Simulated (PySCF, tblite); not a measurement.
**C₄H₁₀Cl₂Si₂: geometry, infrared bands and NMR shifts**

Wanted: the infrared bands and NMR shifts of C₄H₁₀Cl₂Si₂ (`Cl[SiH2]C[SiH2]C1(Cl)CC1`), by calculation.

Computed with tblite 0.8.0 and PySCF 2.14.0, with density-fitted response routines of our own, on a single molecule in the gas phase. Atoms are numbered from 0 throughout.

### Step 1. Starting geometry

18 atoms, charge 0, multiplicity 1; geometry from: force field or distance geometry start.

Bonds of the start (Å): Cl0–Si1 2.10, Si1–C2 1.84, C2–Si3 1.89, Si3–C4 1.90, C4–Cl5 1.77, C4–C6 1.52, C6–C7 1.49, C7–C4 1.49, Si1–H8 1.48, Si1–H9 1.49, C2–H10 1.11, C2–H11 1.10, Si3–H12 1.47, Si3–H13 1.46, C6–H14 1.10, C6–H15 1.11, C7–H16 1.12, C7–H17 1.12.

### Step 2. Relaxing the molecule with GFN2-xTB

Job settings and geometry (Å):

```
{"job": {"kind": "relax", "xc": "GFN2-xTB", "basis": "xTB"}, "charge": 0, "multiplicity": 1}
Cl     4.017000     1.060200    -1.985000
Si     2.954000    -0.234200    -0.714700
C      1.540000     0.603400     0.121600
Si    -0.013500     0.581400    -0.957700
C     -1.212900    -0.608300    -0.097000
Cl    -0.521800    -2.093700     0.563000
C     -2.211600     0.170000     0.743100
C     -2.654200    -0.578500    -0.471800
H      2.376400    -1.340800    -1.503300
H      3.880400    -0.878100     0.255800
H      1.288000     0.064500     1.064500
H      1.807800     1.658200     0.296700
H     -0.612500     1.926900    -1.034100
H      0.258600     0.119000    -2.311900
H     -2.341600    -0.243800     1.757200
H     -2.252700     1.270200     0.636200
H     -2.995800    -0.011900    -1.373400
H     -3.314400    -1.458300    -0.265700
```

Launch:

```
$ OMP_NUM_THREADS=1 python probes_run.py task.json out
```

This one command runs all jobs of the session in turn.

**Question.** This job is followed by: GFN2-xTB harmonic vibrations, gas phase; GIAO PBE0/pcSseg-1 NMR shielding, non-relativistic, gas phase. Predict these results of the whole session: strongest single infrared mode (GFN2-xTB); zero-point energy (GFN2-xTB); 13C shifts against TMS (PBE0/pcSseg-1, means over atoms taken as alike); 1H shifts against TMS (PBE0/pcSseg-1, means over atoms taken as alike); 35Cl shifts against HCl (PBE0/pcSseg-1); 29Si shifts against TMS (PBE0/pcSseg-1); surface potential, 1st and 99th percentile.

**Answer**, as computed:

```
                                                               quantity                             value
                              strongest single infrared mode (GFN2-xTB)             2207 cm⁻¹, 410 km/mol
                                           zero-point energy (GFN2-xTB)                     77.0 kcal/mol
13C shifts against TMS (PBE0/pcSseg-1, means over atoms taken as alike)              32.9, 16.3, -2.1 ppm
 1H shifts against TMS (PBE0/pcSseg-1, means over atoms taken as alike)  5.51, 4.37, 1.00, 0.77, 0.11 ppm
                                35Cl shifts against HCl (PBE0/pcSseg-1)                      173, -54 ppm
                                29Si shifts against TMS (PBE0/pcSseg-1)                  -15.5, -28.0 ppm
                                  surface potential, 1st and 99th percentile                -0.83 V and 1.15 V
```

In words: Relaxing lowered the energy by 0.518 eV in 210 steps; the close pair that moved most is Cl0–Si1, from 2.102 to 2.013 Å. All 48 modes are real, so the xTB geometry is a minimum. The strongest single mode, at 2207 cm⁻¹, moves mainly H12. Unscaled tight-binding wavenumbers are off by several per cent, some by more. Its intensities can rank the bands wrongly. At PBE0/pcSseg-1: Shielding is most anisotropic at Cl5 (span 486 ppm, paramagnetic term -372 ppm).
